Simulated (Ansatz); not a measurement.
Relaxation of a periodic cell of 13 atoms, Sc (host Sc, host structure hcp, interstitial Sc), to a largest force component of 0.08 eV/Å in at most 25 steps.

Computed with DFT PBEsol, scalar-relativistic, plane waves, PAW (Ansatz 0.2.0). Settings: cutoff 420 eV, k mesh 3x2x3, fermi-dirac smearing 0.15 eV, no spin polarisation.

```xyz
13
Lattice="6.6200 0.0000 0.0000 -4.9650 8.5996 0.0000 0.0000 0.0000 5.2761" Properties=species:S:1:pos:R:3
Sc 0.000 0.000 0.000
Sc 0.000 1.911 2.638
Sc -1.655 2.867 0.000
Sc -1.655 4.778 2.638
Sc -3.310 5.733 0.000
Sc -3.310 7.644 2.638
Sc 3.310 0.000 0.000
Sc 3.310 1.911 2.638
Sc 1.655 2.867 0.000
Sc 1.655 4.778 2.638
Sc 0.000 5.733 0.000
Sc 0.000 7.644 2.638
Sc 4.946 0.870 1.312
```

Where does it end, and by what steps?

It converged. The force dipped under the threshold on the way, but the program's further checks kept it going. Limits of this set-up: coarse k mesh, a small cell, in which the defect meets its images, a typed lattice constant that wasn't relaxed here. After 14 steps the energy has fallen by 2.415 eV; Sc7 moved furthest, 1.14 Å. Joined: Sc4–Sc7 (4.64 → 3.29 Å), Sc5–Sc8 (4.64 → 4.07 Å), Sc6–Sc9 (4.64 → 4.05 Å).

```
step  energy less start (eV)  largest force component (eV/Å)  accepted
   0                  0.0000                           2.112       yes
   1                 -1.6350                           0.839       yes
   2                 -2.0890                           0.443       yes
   3                 -2.2625                           0.153       yes
   4                 -2.2812                           0.100       yes
   5                 -2.3038                           0.084       yes
   6                 -2.3319                           0.169       yes
   7                 -2.3505                           0.256       yes
   8                 -2.3914                           0.068       yes
   9                 -2.3914                           0.068       yes
  10                 -2.3840                           0.245        no
  11                 -2.4009                           0.079       yes
  12                 -2.4114                           0.059       yes
  13                 -2.4132                           0.106       yes
  14                 -2.4153                           0.047       yes
```

```xyz
13
Lattice="6.6200 0.0000 0.0000 -4.9650 8.5996 0.0000 0.0000 0.0000 5.2761" Properties=species:S:1:pos:R:3
Sc 0.211 -0.032 -0.204
Sc -0.022 1.994 2.769
Sc -1.470 3.344 0.162
Sc -1.614 4.971 2.786
Sc -3.486 5.581 0.074
Sc -3.224 7.804 2.141
Sc 3.127 -0.874 -0.713
Sc 3.350 2.095 3.260
Sc 1.704 2.818 0.315
Sc 1.653 4.761 2.816
Sc 0.168 5.794 0.204
Sc 0.321 7.568 2.652
Sc 4.227 0.909 0.879
```

Whether the end is a true minimum wasn't checked by a vibrational analysis.

Time of the run: 3.2 min on 2 threads of Intel(R) Xeon(R) Platinum 8259CL CPU @ 2.50GHz (Skylake/Cascade Lake), with other jobs on the host, peak memory 0.83 GiB.
